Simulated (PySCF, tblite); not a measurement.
**C4H11PSeSi: geometry, infrared bands and NMR shifts**

Wanted: the infrared bands and NMR shifts of C4H11PSeSi (`CC[C@@H]1[C@H]([SiH3])[P@H]1=[Se]`), by calculation.

The runs use tblite 0.8.0 and PySCF 2.14.0, with density-fitted response routines of our own; the level of theory stands in each step. All values are computed, except where a source is named. Atoms are numbered from 0 throughout.

**1. Starting geometry**

18 atoms, charge 0, multiplicity 1; geometry from: force field or distance geometry start.

Bonds of the start (Å): C0–C1 1.52, C1–C2 1.50, C2–C3 1.48, C3–Si4 1.84, C3–P5 1.83, P5–Se6 2.04, P5–C2 1.78, C0–H7 1.12, C0–H8 1.12, C0–H9 1.10, C1–H10 1.08, C1–H11 1.13, C2–H12 1.14, C3–H13 1.12, Si4–H14 1.47, Si4–H15 1.45, Si4–H16 1.49, P5–H17 1.39.

**2. Relaxing the molecule with GFN2-xTB**

Job settings and geometry (Å):

```
{"job": {"kind": "relax", "xc": "GFN2-xTB", "basis": "xTB"}, "charge": 0, "multiplicity": 1}
C     -2.333700     0.935800    -0.287400
C     -0.829300     0.918100    -0.089600
C     -0.377900    -0.424000     0.412000
C      1.049300    -0.720800     0.687800
Si     2.428500     0.367300     0.134900
P      0.276500    -1.684300    -0.661000
Se    -0.640900    -3.497600    -0.467100
H     -2.883600     0.823600     0.677800
H     -2.654200     1.930300    -0.686600
H     -2.669900     0.130300    -0.957500
H     -0.283200     1.335300    -0.925000
H     -0.668100     1.634300     0.769900
H     -1.075400    -0.834900     1.210100
H      1.248500    -1.294400     1.629200
H      3.180200     0.958300     1.253500
H      2.031200     1.373000    -0.828900
H      3.379400    -0.523300    -0.578200
H      0.813800    -1.420700    -1.912500
```

Launch:

```
$ OMP_NUM_THREADS=1 python probes_run.py task.json out
```

This one command runs all jobs of the session in turn.

**Question.** This job is followed by: GFN2-xTB harmonic vibrations, gas phase; GIAO PBE0/pcSseg-1 NMR shielding, non-relativistic, gas phase. What will the session give for the following? strongest single infrared mode (GFN2-xTB); zero-point energy (GFN2-xTB); ¹³C shifts against TMS (PBE0/pcSseg-1); ¹H shifts against TMS (PBE0/pcSseg-1, means over atoms taken as alike); ²⁹Si shifts against TMS (PBE0/pcSseg-1); ³¹P shifts against H3PO4 (PBE0/pcSseg-1); ⁷⁷Se shifts against Me2Se (PBE0/pcSseg-1).

As calculated:

| quantity | value |
| --- | --- |
| strongest single infrared mode (GFN2-xTB) | 789 cm⁻¹, 480 km/mol |
| zero-point energy (GFN2-xTB) | 83.3 kcal/mol |
| ¹³C shifts against TMS (PBE0/pcSseg-1) | 38.8, 28.4, 17.8, 16.3 ppm |
| ¹H shifts against TMS (PBE0/pcSseg-1, means over atoms taken as alike) | 4.96, 4.08, 2.24, 1.89, 1.31, 0.98, 0.76 ppm |
| ²⁹Si shifts against TMS (PBE0/pcSseg-1) | -72.4 ppm |
| ³¹P shifts against H3PO4 (PBE0/pcSseg-1) | -106.6 ppm |
| ⁷⁷Se shifts against Me2Se (PBE0/pcSseg-1) | -540 ppm |

What this shows: Relaxing lowered the energy by 0.675 eV in 127 steps; the close pair that moved most is C2–C3, from 1.484 to 1.540 Å. All 48 modes are real, so the xTB geometry is a minimum. The strongest single mode, at 789 cm⁻¹, is carried by H15, H16, H14. Unscaled tight-binding wavenumbers are off by several per cent, some by more. Its intensities can rank the bands wrongly. At PBE0/pcSseg-1: Shielding is most anisotropic at Se6 (span 1040 ppm, paramagnetic term -702 ppm). Spin-orbit coupling is left out, which matters for shieldings and couplings at and beside the heavy atoms.
